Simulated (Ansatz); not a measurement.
This script drives Ansatz 0.2.0, Python API.

`opt.py`:
```python
"""Geometry optimisation of CH5BrSSi."""

import ansatz as az
import numpy as np

GEOMETRY = """
C    -0.80310    1.16850    0.53020
S     0.51870    1.01460   -0.63620
Si    0.78550   -1.10440   -0.71810
Br    1.57150   -1.79210    1.27700
H    -0.57750    0.84810    1.49740
H    -1.10650    2.29000    0.59290
H    -1.70820    0.67500    0.17090
H     1.87970   -1.41170   -1.73540
H    -0.47170   -1.73430   -0.99570
"""

geometry = az.Crystal.molecule()
for line in GEOMETRY.strip().splitlines():
    symbol, *xyz = line.split()
    geometry = geometry.atom(symbol, [float(v) for v in xyz])

calc = geometry.calculation()
calc = calc.basis(gaussian="def2-SVP")
calc = calc.functional("b3lyp")
symbols = [site.symbol for site in geometry.cartesian_sites]
start = np.array([site.position_ang for site in geometry.cartesian_sites], dtype=float)
def progress(event):
    if event["event"] == "relax_step":
        row = event["data"]
        print(f"step {row['step']:3d}  E = {row['lagrangian_ev']:.6f} eV  largest force component {row['allowed_force_max_ev_ang']:.4f} eV/A")


summary = calc.relax(force_tolerance=0.01, max_steps=100).session().plan().execute(on_event=progress).report
end = np.array(summary["positions_ang"])

print("reference energy %16.6f eV" % summary["reference_energy_ev"])
print("total energy     %16.6f eV" % summary["free_energy_ev"])
print("occupied orbitals outside the frozen core (up, down):", summary["n_occupied"], " frozen:", summary["n_frozen"], " virtual:", summary["n_virtual"])

print("final positions (A) and the move of each atom")
for symbol, xyz, old in zip(symbols, end, start):
    print(f"{symbol:2s} {xyz[0]:10.5f} {xyz[1]:10.5f} {xyz[2]:10.5f}   {np.linalg.norm(xyz - old):7.4f}")
with open("ch5brssi_opt.xyz", "w") as handle:
    handle.write(f"{len(symbols)}\nrelaxed CH5BrSSi\n")
    handle.writelines(f"{s:2s} {x:11.6f} {y:11.6f} {z:11.6f}\n" for s, (x, y, z) in zip(symbols, end))
```

It is started by `python opt.py`. Estimate its wall time and peak memory on 1 thread of Arm Neoverse V2 (shared host).

It took about 36 s, with a peak of 0.33 GiB, for 1 run of the engine.

```console
$ python opt.py
step   1  E = -89866.061109 eV  largest force component 2.6336 eV/A
step   2  E = -89866.267901 eV  largest force component 1.1590 eV/A
step   3  E = -89866.312475 eV  largest force component 0.2967 eV/A
step   4  E = -89866.320526 eV  largest force component 0.1608 eV/A
step   5  E = -89866.321683 eV  largest force component 0.0513 eV/A
step   6  E = -89866.321808 eV  largest force component 0.0099 eV/A
reference energy    -89866.322067 eV
total energy        -89866.322067 eV
occupied orbitals outside the frozen core (up, down): [38, 38]  frozen: 0  virtual: [69, 69]
final positions (A) and the move of each atom
C    -0.84947    1.21020    0.51687    0.0638
S     0.52763    1.03920   -0.69379    0.0633
Si    0.81900   -1.07789   -0.69288    0.0496
Br    1.55544   -1.87565    1.28419    0.0854
H    -0.54703    0.84453    1.50786    0.0324
H    -1.06979    2.28426    0.58249    0.0386
H    -1.74945    0.67935    0.17511    0.0417
H     1.85062   -1.34561   -1.72522    0.0729
H    -0.44855   -1.80469   -0.97163    0.0779
```

File `ch5brssi_opt.xyz` afterwards:
```text
9
relaxed CH5BrSSi
C    -0.849466    1.210202    0.516866
S     0.527629    1.039196   -0.693794
Si    0.818995   -1.077890   -0.692879
Br    1.555437   -1.875648    1.284188
H    -0.547028    0.844533    1.507859
H    -1.069792    2.284260    0.582491
H    -1.749453    0.679348    0.175111
H     1.850624   -1.345613   -1.725215
H    -0.448547   -1.804687   -0.971626
```

Notes:
- Total energies depend on the basis set; only differences at equal settings carry meaning.
- The end point is the stationary point reached from this start; no frequency run checks that it is a minimum, and the basis set is modest.
- b3lyp holds the VWN-RPA fit, as in Gaussian; the form of ORCA and Turbomole is b3lyp5.
